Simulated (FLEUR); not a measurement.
## SnSe2: equation of state with PBEsol

Crystal: SnSe2.

```
Sn Se
1.0
     3.81100    0.00000    0.00000
    -1.90550    3.30042    0.00000
     0.00000    0.00000    6.13600
Sn Se
1 2
Direct
  0.00000 0.00000 0.00000
  0.66667 0.33333 0.75100
  0.33333 0.66667 0.24900
```

| Item | Value |
| --- | --- |
| Program | FLEUR MaX-R8.1 (later development tree) |
| Task | equation of state |
| Functional | PBEsol |
| Potentials or basis | all-electron |
| Basis | FLAPW |
| Kmax | 4.43 1/bohr |
| k mesh | 8 × 8 × 5 |
| Occupations | fermi-dirac, width 0.05 eV |
| Spin | no spin polarisation |
| Gmax | 13.7 1/bohr |
| Muffin-tin radii | Sn 2.34, Se 2.21 bohr |
| lmax | Sn 10, Se 9 |
| Local orbitals a species | Sn 5, Se 4 |

```yaml
Equilibrium_volume: 26.66 Å³/atom
Bulk_modulus_at_fixed_shape_and_positions: 65 GPa
Pressure_derivative_of_the_bulk_modulus: "4.8 (rough: it moves with the points fitted)"
```

Energy against volume, from the lowest point:
```
volume (Å³/atom)  energy (meV/atom)
          24.182              56.02
          24.697              33.73
          25.726               7.01
          26.755               0.00
          27.270               2.64
```

Caveat: the cell was scaled at fixed shape and fractional positions, which overstates the stiffness of a crystal with free parameters, most of all of layers and chains; this functional lacks dispersion, which binds the layers, so the pressure and a relaxed spacing across them are unreliable.
